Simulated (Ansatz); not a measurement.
# SnBi3: the cost of one run

Method: DFT PBEsol, scalar-relativistic, plane waves, PAW, in Ansatz 0.2.0.

1 further run of the same task is left out (it didn't finish).

### 1 Starting point

The structure is tetragonal, space group I4/mmm (No. 139). Conventional cell: a = 4.701 Å, b = 4.701 Å, c = 11.328 Å, α = 90.00°, β = 90.00°, γ = 90.00°. Sn (site symmetry 4/mmm) is surrounded by 12 Bi at 3.32 to 3.68 Å. Bi (site symmetry 4/mmm) has 4 Sn at 3.32 Å and 8 Bi at 3.68 Å as nearest neighbours. Around Bi (site symmetry -4m2) lie 8 Bi at 3.32 to 3.68 Å and 4 Sn at 3.68 Å.

Structure file:

```
CELL_PARAMETERS angstrom
-2.35058 2.35058 5.66404
2.35058 -2.35058 5.66404
2.35058 2.35058 -5.66404
ATOMIC_POSITIONS crystal
Sn 0.00000 0.00000 0.00000
Bi 0.50000 0.50000 0.00000
Bi 0.25000 0.75000 0.50000
Bi 0.75000 0.25000 0.50000
```

The structure comes from the Materials Project (structure only).

### 2 A random distortion, cell strained

The change: strain xx, yy, zz, yz, xz, xy = +3.6, +0.9, +4.2, -1.2, -1.3, +2.0 %; atoms moved by 0.03 Å root mean square, at most 0.04 Å.

input.yaml reads:

```yaml
crystal:
  lattice:
    - [-2.4646965344, 2.2576068083, 5.903934585]
    - [2.3121071621, -2.3912782703, 5.8960836444]
    - [2.5587197744, 2.4853015103, -5.9594082966]
  atoms:
    - { symbol: Sn, position: [0.0007304705, 0.0040445448, 0.0003488499] }
    - { symbol: Bi, position: [0.50057594, 0.4926587485, -0.0013698741] }
    - { symbol: Bi, position: [0.2446494403, 0.7515881503, 0.4953883742] }
    - { symbol: Bi, position: [0.7540441491, 0.2517085564, 0.50563265] }
basis:
  ecutwfc: 420
kpoints:
  mp_grid: { grid: [8, 8, 10] }
hamiltonian:
  xc: pbesol
scf:
  occupations: { method: gaussian, width: 0.1 }
output:
  forces: true
  stress: true
  eigenvalues: true
  populations: true
```

Started as:

```sh
$ ansatz run input.yaml --threads 1 --pin off --max-ram 1331MiB --backend cpu --events-out ev --progress --plain --runs-dir out
```

What time and memory should one allow on 1 thread of an x86-64 CPU, shared host?

About 82 s, with a peak of 1.2 GiB.
